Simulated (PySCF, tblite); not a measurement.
**C3H11BrSi2: geometry, infrared bands and NMR shifts**

Aim: predict the infrared bands and NMR shifts of C3H11BrSi2 (`C[Si@H](Br)CC[SiH3]`).

Programs: tblite 0.8.0 and PySCF 2.14.0, with density-fitted response routines of our own. Each step states its level of theory. These are calculated values for one molecule in the gas phase, unless marked as measured. Atoms are numbered from 0 throughout.

### 1 The molecule as given

17 atoms, charge 0, multiplicity 1; geometry from: force field or distance geometry start.

Bonds of the start (Å): C0–Si1 1.88, Si1–Br2 2.22, Si1–C3 1.87, C3–C4 1.52, C4–Si5 1.86, C0–H6 1.11, C0–H7 1.11, C0–H8 1.09, Si1–H9 1.48, C3–H10 1.11, C3–H11 1.11, C4–H12 1.12, C4–H13 1.09, Si5–H14 1.47, Si5–H15 1.46, Si5–H16 1.49.

### 2 Relaxing the molecule with GFN2-xTB

Job settings and geometry (Å):

```
{"job": {"kind": "relax", "xc": "GFN2-xTB", "basis": "xTB"}, "charge": 0, "multiplicity": 1}
C     -2.660300    -0.756100     0.328900
Si    -1.515500     0.729800     0.286000
Br    -2.413800     2.259900    -1.040000
C      0.083600     0.112200    -0.455900
C      1.263700     0.308800     0.480800
Si     2.799000    -0.337500    -0.353900
H     -3.647700    -0.435400    -0.065300
H     -2.809600    -0.998900     1.404500
H     -2.225100    -1.548800    -0.272200
H     -1.324600     1.275900     1.647200
H      0.297500     0.672000    -1.395200
H      0.033600    -0.967500    -0.722000
H      1.419900     1.408800     0.595200
H      1.076000    -0.108300     1.465200
H      3.389800     0.664300    -1.246300
H      2.459100    -1.559400    -1.083900
H      3.767600    -0.707800     0.715800
```

Started as:

```sh
> OMP_NUM_THREADS=1 python probes_run.py task.json out
```

This one command runs all jobs of the session in turn.

Standard output:

```text
step      E/eV     max force
  0    -533.24386    1.458
  1    -533.34797    0.775
  2    -533.39319    0.565
  3    -533.42773    0.502
  4    -533.45783    0.418
  5    -533.47381    0.294
  6    -533.48586    0.283
  7    -533.49588    0.249
  8    -533.50441    0.265
  9    -533.51115    0.174
 10    -533.51579    0.128
 11    -533.51895    0.119
 12    -533.52156    0.157
 13    -533.52399    0.129
 14    -533.52609    0.090
 15    -533.52790    0.107
 16    -533.52967    0.134
 17    -533.53135    0.141
 18    -533.53269    0.083
 19    -533.53379    0.076
 20    -533.53496    0.096
 21    -533.53651    0.152
 22    -533.53839    0.165
 23    -533.54007    0.109
 24    -533.54124    0.099
 25    -533.54223    0.090
 26    -533.54333    0.111
 27    -533.54442    0.099
 28    -533.54536    0.083
 29    -533.54623    0.094
 30    -533.54725    0.093
 31    -533.54837    0.109
 32    -533.54926    0.074
 33    -533.54984    0.054
 34    -533.55042    0.057
 35    -533.55134    0.104
 36    -533.55271    0.139
 37    -533.55420    0.119
 38    -533.55534    0.066
 39    -533.55621    0.069
 40    -533.55725    0.113
 41    -533.55883    0.166
 42    -533.56064    0.173
 43    -533.56201    0.122
 44    -533.56298    0.083
 45    -533.56400    0.107
 46    -533.56535    0.109
 47    -533.56691    0.113
 48    -533.56819    0.083
 49    -533.56916    0.069
 50    -533.56997    0.085
 51    -533.57110    0.087
 52    -533.57251    0.103
 53    -533.57401    0.089
 54    -533.57529    0.084
 55    -533.57650    0.115
 56    -533.57738    0.082
 57    -533.57850    0.082
 58    -533.57935    0.068
 59    -533.58005    0.055
 60    -533.58062    0.067
 61    -533.58147    0.081
 62    -533.58236    0.086
 63    -533.58334    0.084
 64    -533.58424    0.079
 65    -533.58532    0.088
 66    -533.58665    0.094
 67    -533.58793    0.080
 68    -533.58870    0.049
 69    -533.58913    0.045
 70    -533.58955    0.052
 71    -533.59009    0.074
 72    -533.59040    0.108
 73    -533.59108    0.059
 74    -533.59145    0.042
 75    -533.59190    0.037
 76    -533.59212    0.050
 77    -533.59266    0.059
 78    -533.59310    0.043
 79    -533.59359    0.054
 80    -533.59413    0.060
 81    -533.59503    0.085
 82    -533.59639    0.115
 83    -533.59787    0.104
 84    -533.59829    0.149
 85    -533.59974    0.076
 86    -533.60044    0.070
 87    -533.60191    0.069
 88    -533.60328    0.093
 89    -533.60498    0.086
 90    -533.60606    0.056
 91    -533.60671    0.046
 92    -533.60698    0.039
 93    -533.60733    0.042
 94    -533.60768    0.052
 95    -533.60799    0.035
 96    -533.60834    0.032
 97    -533.60859    0.034
 98    -533.60904    0.060
 99    -533.60958    0.073
100    -533.61038    0.072
101    -533.61134    0.080
102    -533.61243    0.080
103    -533.61345    0.075
104    -533.61421    0.063
105    -533.61449    0.082
106    -533.61514    0.055
107    -533.61562    0.051
108    -533.61638    0.048
109    -533.61667    0.049
110    -533.61710    0.050
111    -533.61760    0.058
112    -533.61813    0.056
113    -533.61863    0.058
114    -533.61913    0.058
115    -533.61967    0.051
116    -533.62032    0.047
117    -533.62096    0.068
118    -533.62109    0.074
119    -533.62178    0.061
120    -533.62214    0.064
121    -533.62296    0.049
122    -533.62325    0.036
123    -533.62350    0.027
124    -533.62362    0.024
125    -533.62372    0.024
126    -533.62381    0.021
127    -533.62390    0.019
128    -533.62398    0.022
129    -533.62406    0.027
130    -533.62418    0.032
131    -533.62434    0.034
132    -533.62457    0.038
133    -533.62483    0.034
134    -533.62507    0.031
135    -533.62526    0.039
136    -533.62549    0.050
137    -533.62589    0.058
138    -533.62662    0.092
139    -533.62783    0.118
140    -533.62930    0.115
141    -533.63090    0.086
142    -533.63214    0.102
143    -533.63258    0.100
144    -533.63363    0.070
145    -533.63403    0.058
146    -533.63472    0.072
147    -533.63517    0.098
148    -533.63596    0.054
149    -533.63683    0.043
150    -533.63784    0.043
151    -533.63851    0.061
152    -533.63794    0.160
153    -533.63915    0.042
154    -533.63932    0.031
155    -533.63960    0.033
156    -533.63972    0.044
157    -533.63994    0.043
158    -533.64013    0.035
159    -533.64026    0.035
160    -533.64040    0.031
161    -533.64051    0.028
162    -533.64059    0.023
163    -533.64065    0.020
164    -533.64072    0.024
165    -533.64081    0.029
166    -533.64091    0.024
167    -533.64100    0.022
168    -533.64106    0.014
169    -533.64111    0.018
170    -533.64116    0.018
171    -533.64121    0.019
172    -533.64127    0.016
173    -533.64132    0.020
174    -533.64139    0.020
175    -533.64145    0.020
176    -533.64150    0.019
177    -533.64153    0.010
178    -533.64155    0.012
179    -533.64156    0.007
```

It took 1.6 s on 1 thread of Arm Neoverse V1, shared host.

Step by step: (not every step is listed)

```csv
step,energy from step 0 (eV),largest force (eV/Å)
0,0.0000,1.4581
1,-0.1041,0.7749
2,-0.1493,0.5646
3,-0.1839,0.5023
4,-0.2140,0.4182
5,-0.2299,0.2940
6,-0.2420,0.2830
7,-0.2520,0.2491
8,-0.2605,0.2648
24,-0.2974,0.0987
40,-0.3134,0.1134
56,-0.3335,0.0816
72,-0.3465,0.1076
88,-0.3594,0.0934
104,-0.3703,0.0630
120,-0.3783,0.0640
136,-0.3816,0.0501
152,-0.3941,0.1604
168,-0.3972,0.0145
174,-0.3975,0.0196
175,-0.3976,0.0201
176,-0.3976,0.0185
177,-0.3977,0.0105
178,-0.3977,0.0121
179,-0.3977,0.0073
```

Close pairs (by a distance rule), those that changed most:

```csv
bond,before (Å),after (Å),change (Å)
C4–Si5,1.863,1.906,+0.042
Si1–C3,1.868,1.896,+0.028
Si5–H16,1.490,1.463,-0.027
C0–H7,1.113,1.086,-0.027
Si1–Br2,2.215,2.241,+0.026
C4–H12,1.117,1.092,-0.025
C0–H6,1.110,1.087,-0.024
C3–H10,1.114,1.093,-0.021
```

The end geometry stands in the next job.

### 3 Vibrational analysis with GFN2-xTB

Job settings and geometry (Å):

```
{"job": {"kind": "ir", "xc": "GFN2-xTB", "basis": "xTB"}, "charge": 0, "multiplicity": 1}
C     -2.459703    -0.667685     0.678667
Si    -1.579225     0.866120     0.004221
Br    -2.789398     1.612909    -1.727434
C      0.155427     0.476187    -0.655310
C      1.101420    -0.012628     0.441844
Si     2.823382    -0.474003    -0.231615
H     -3.502114    -0.455586     0.901701
H     -1.990700    -1.017896     1.593664
H     -2.438947    -1.485044    -0.038873
H     -1.587557     1.976751     0.953552
H      0.580556     1.365022    -1.127850
H      0.090587    -0.281055    -1.441543
H      1.194862     0.761413     1.206983
H      0.662467    -0.880700     0.939028
H      3.391030     0.687317    -0.917884
H      2.665840    -1.581326    -1.177223
H      3.675074    -0.877764     0.887084
```

Standard output:

```text
mode    cm-1     km/mol
  1      45.6      1.49
  2      59.5      1.56
  3      69.7      4.72
  4     106.1      0.46
  5     127.3      0.08
  6     143.6      4.55
  7     195.4      6.12
  8     198.0      4.85
  9     235.5      8.73
 10     410.4     21.44
 11     509.4     35.07
 12     533.9     55.95
 13     609.9     83.25
 14     657.1    196.65
 15     693.1     52.81
 16     723.8     74.83
 17     750.3      3.46
 18     774.4    126.87
 19     786.4    200.48
 20     789.5    419.85
 21     793.5    266.75
 22     825.5    165.40
 23     836.2      5.59
 24     839.0    108.58
 25    1066.2      3.05
 26    1074.7     47.56
 27    1203.7     65.01
 28    1267.0      0.64
 29    1318.5      1.53
 30    1377.5     23.20
 31    1473.1      0.45
 32    1477.1      0.64
 33    1479.9      2.33
 34    1490.4      2.05
 35    2260.0    252.86
 36    2269.7    207.53
 37    2274.0    342.11
 38    2278.9    344.97
 39    2941.8      7.77
 40    2955.4     77.14
 41    2965.4     37.84
 42    2972.1     19.61
 43    3021.6     21.23
 44    3033.8     32.45
 45    3039.0      6.70
```

Wall time 0.75 s (1 thread of Arm Neoverse V1, shared host).

Which atoms move in the most intense modes:

```csv
cm⁻¹,km/mol,atoms
657,196.7,H9 87 %
786,200.5,"H15 46 %, H14 39 %, H16 11 %"
790,419.9,"H15 19 %, H14 18 %, H16 15 %, Si1 11 %"
794,266.8,"H16 14 %, H14 10 %"
2260,252.9,H15 95 %
2270,207.5,H14 93 %
2274,342.1,H16 90 %
2279,345.0,H9 92 %
```

### 4 NMR shieldings: PBE0/pcSseg-1

Same as in step 3 but for these lines:

```diff
@@ -1,2 +1,2 @@
-{"job": {"kind": "ir", "xc": "GFN2-xTB", "basis": "xTB"}, "charge": 0, "multiplicity": 1}
+{"job": {"kind": "nmr", "xc": "PBE0", "basis": "pcSseg-1"}, "charge": 0, "multiplicity": 1}
 C     -2.459703    -0.667685     0.678667
```

Method: GIAO PBE0/pcSseg-1 NMR shielding, non-relativistic, gas phase.

Standard output:

```text
coarse grid: 62888 points
cycle   1  E = -3273.0790100943  dE = -1.033e+00  |g| = 7.926e-01  |ddm| = 3.651e+00
cycle   2  E = -3273.0703219652  dE =  8.688e-03  |g| = 5.670e-01  |ddm| = 7.852e-01
cycle   3  E = -3273.1285094239  dE = -5.819e-02  |g| = 1.671e-01  |ddm| = 5.629e-01
cycle   4  E = -3273.1356963056  dE = -7.187e-03  |g| = 2.688e-02  |ddm| = 1.747e-01
cycle   5  E = -3273.1358456047  dE = -1.493e-04  |g| = 8.635e-03  |ddm| = 3.517e-02
cycle   6  E = -3273.1358651169  dE = -1.951e-05  |g| = 1.145e-03  |ddm| = 9.199e-03
cycle   7  E = -3273.1358653363  dE = -2.194e-07  |g| = 4.180e-04  |ddm| = 1.443e-03
final grid: 129648 points
cycle   8  E = -3273.1358415617  dE = -5.386e-08  |g| = 4.473e-04  |ddm| = 1.910e-03
cycle   9  E = -3273.1358415464  dE =  1.526e-08  |g| = 5.106e-04  |ddm| = 8.487e-04
cycle  10  E = -3273.1358416071  dE = -6.064e-08  |g| = 4.087e-05  |ddm| = 4.431e-04
cycle  11  E = -3273.1358416074  dE = -3.556e-10  |g| = 4.386e-06  |ddm| = 4.252e-05
converged SCF energy = -3273.1358416074

GIAO shielding tensors (ppm)
atom      isotropic    diamagn.    paramagn.     s11        s22        s33       span
  0 C      185.829     254.108     -68.279    180.207    183.162    194.118     13.910
  1 Si     336.118     878.156    -542.038    291.275    348.912    368.168     76.893
  2 Br    2679.737    3125.038    -445.301   2534.380   2649.554   2855.278    320.898
  3 C      166.964     255.045     -88.081    154.363    158.693    187.834     33.470
  4 C      182.896     253.169     -70.273    172.645    182.853    193.191     20.546
  5 Si     414.220     879.566    -465.346    383.190    392.747    466.722     83.531
  6 H       31.006      27.702       3.304     25.955     29.058     38.003     12.048
  7 H       31.231      31.845      -0.614     25.841     29.184     38.669     12.827
  8 H       31.243      31.376      -0.134     27.724     28.841     37.163      9.440
  9 H       26.372      28.770      -2.397     22.216     25.235     31.666      9.450
 10 H       30.493      32.675      -2.181     24.516     31.993     34.971     10.455
 11 H       30.714      33.845      -3.131     25.551     32.167     34.422      8.872
 12 H       31.066      32.470      -1.404     25.552     30.423     37.222     11.671
 13 H       31.149      34.029      -2.880     24.842     32.028     36.578     11.735
 14 H       27.905      28.809      -0.904     24.473     26.381     32.862      8.389
 15 H       27.897      29.031      -1.134     24.452     26.507     32.731      8.279
 16 H       27.657      28.404      -0.747     23.955     25.232     33.785      9.830
```

Wall time 53 s (1 thread of Arm Neoverse V1, shared host); peak memory 0.82 GiB.

Shifts follow as δ = σ(reference) − σ, with reference shieldings (ppm) from runs at the same level and on the same kind of geometry: 1H TMS 31.72, 13C TMS 186.9, 29Si TMS 349.2, 79Br HBr 2622. The references are single molecules in the gas phase. Atoms listed in one row are averaged.

```csv
atoms,environment,σ (ppm),δ (ppm),δ scaled to CDCl3
C3,sp3 CH2 bonded to Si,167.0,20.0,17.6
C4,sp3 CH2 bonded to Si,182.9,4.0,2.0
C0,methyl carbon bonded to Si,185.8,1.1,-0.8
H9,"hydrogen on a silicon bonded to 2 C, Br",26.37,5.34,–
"H14, H15, H16",hydrogen on a silicon bonded to C,27.82,3.90,–
H10,hydrogen on an sp3 CH2 bonded to Si,30.49,1.22,1.26
H11,hydrogen on an sp3 CH2 bonded to Si,30.71,1.00,1.05
H12,hydrogen on an sp3 CH2 bonded to Si,31.07,0.65,0.72
H13,hydrogen on an sp3 CH2 bonded to Si,31.15,0.57,0.64
"H6, H7, H8",hydrogen on a methyl carbon bonded to Si,31.16,0.56,0.63
Si1,"silicon bonded to 2 C, Br, H",336.1,13.0,–
Si5,"silicon bonded to C, 3 H",414.2,-65.1,–
Br2,bromine bonded to Si,2680,-58,–
```

The scaled column applies a straight-line fit of computed shieldings to shifts measured in CDCl3, with any fitted terms for Cl, Br or S neighbours (root-mean-square error 0.16 ppm for H, 1.9 ppm for C).

Charges from the same density, by scheme (e):

```csv
atoms,Mulliken,IAO,Hirshfeld,ESP fit
C0,-0.63,-0.72,-0.21,-0.47
Si1,0.87,0.88,0.36,0.31
Br2,-0.41,-0.29,-0.14,-0.21
C3,-0.54,-0.54,-0.16,-0.14
C4,-0.56,-0.53,-0.15,-0.03
Si5,0.51,0.61,0.32,0.28
```

Mayer bond orders: C0–Si1 0.97, Si1–Br2 0.89, Si1–C3 0.92, C3–C4 1.02, C4–Si5 0.91.

### 5 What came out

| quantity | value |
| --- | --- |
| strongest single infrared mode (GFN2-xTB) | 790 cm⁻¹, 420 km/mol |
| zero-point energy (GFN2-xTB) | 78.6 kcal/mol |
| 13C shifts against TMS (PBE0/pcSseg-1) | 20.0, 4.0, 1.1 ppm |
| 1H shifts against TMS (PBE0/pcSseg-1, means over atoms taken as alike) | 5.34, 3.90, 1.22, 1.00, 0.65, 0.57, 0.56 ppm |
| 29Si shifts against TMS (PBE0/pcSseg-1) | 13.0, -65.1 ppm |
| 79Br shifts against HBr (PBE0/pcSseg-1) | -58 ppm |

**Reading.** The optimisation took 179 steps and gained 0.398 eV; among the close pairs (by a distance rule), C4–Si5 changed most, from 1.863 to 1.906 Å. All 45 modes are real, so the xTB geometry is a minimum. Unscaled tight-binding wavenumbers are off by several per cent, some by more. Its intensities can rank the bands wrongly. At PBE0/pcSseg-1: Shielding is most anisotropic at Br2 (span 321 ppm, paramagnetic term -445 ppm). Spin-orbit coupling is left out, which matters for shieldings and couplings at and beside the heavy atoms.
